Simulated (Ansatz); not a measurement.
# VCl+ (quartet): from Hartree-Fock to the top rungs, def2-SVP

The task here is to estimate one member of a computed series from the others.

Computed with Ansatz 0.2.0, Gaussian basis. Level: def2-SVP, core rule «outside noble gas», up to 14 orbitals frozen.

To be run: UHF; CCSD(T) on ROHF; CCSD(T) on UHF; CISD; CCSDT(Q) on ROHF; CCSDT(Q) on UHF; CCSDTQ on ROHF.

11 further runs of the same task are left out: 7 for a known fault of the program, 1 that didn't finish, 3 set aside as unsound or not needed.

## The system

The geometry is a PBE0/def2-TZVP stationary point (not a proven minimum).

2 atoms, charge 1, spin multiplicity 4.

Atoms are counted from 1 here; the program's logs count them from 0.

Bond lengths: V1–Cl2 2.124 Å.

Set-up of the first run:

Input file in.yaml:

```yaml
crystal:
  periodic: [false, false, false]
  atoms:
    - {symbol: V, position_ang: [0.000000, 0.000000, 0.000000]}
    - {symbol: Cl, position_ang: [0.000000, 0.000000, 2.124000]}
basis:
  gaussian: {orbitals: def2-SVP}
total_charge: 1
magnetization: {spin_polarized: true, initial_magnetization: 3}
hamiltonian: {xc: hf}
output: {orbitals: {seedname: orbitals}}
```

Launch:

```sh
$ ansatz run in.yaml --threads 1 --pin off --events-out ev --progress --plain --max-ram 4096MiB --backend cpu
```

Steps of the session up to this table: UHF; CCSD(T) on ROHF; CCSD(T) on UHF; CISD; CCSDT(Q) on ROHF; CCSDT(Q) on UHF; CCSDTQ on ROHF.

One table of the session follows, with a row left open; its other results are not shown here.

```
   method  from RCCSDTQ (kcal/mol)
     RMP2                   +22.18
     UMP2                   +19.83
    RCCSD                        ?
    UCCSD                    +5.16
 RCCSD(T)                    +1.61
 UCCSD(T)                    +0.45
   RCCSDT                    +0.45
   UCCSDT                    -0.64
RCCSDT(Q)                    +0.10
UCCSDT(Q)                    -1.36
  RCCSDTQ                        0
```

Q: Estimate the row for RCCSD from the others.

As computed: from RCCSDTQ (kcal/mol): +6.38. In the column «from RCCSDTQ (kcal/mol)» it lies between UCCSD (+5.16) and UMP2 (+19.83).

Caveats from the session: Left out of the table: ROHF, UHF (another determinant or state than the rows shown). Restricted and unrestricted rows rest on different reference determinants; where their highest levels disagree by more than a few hundredths of an eV, they describe different states and don't form one ladder.
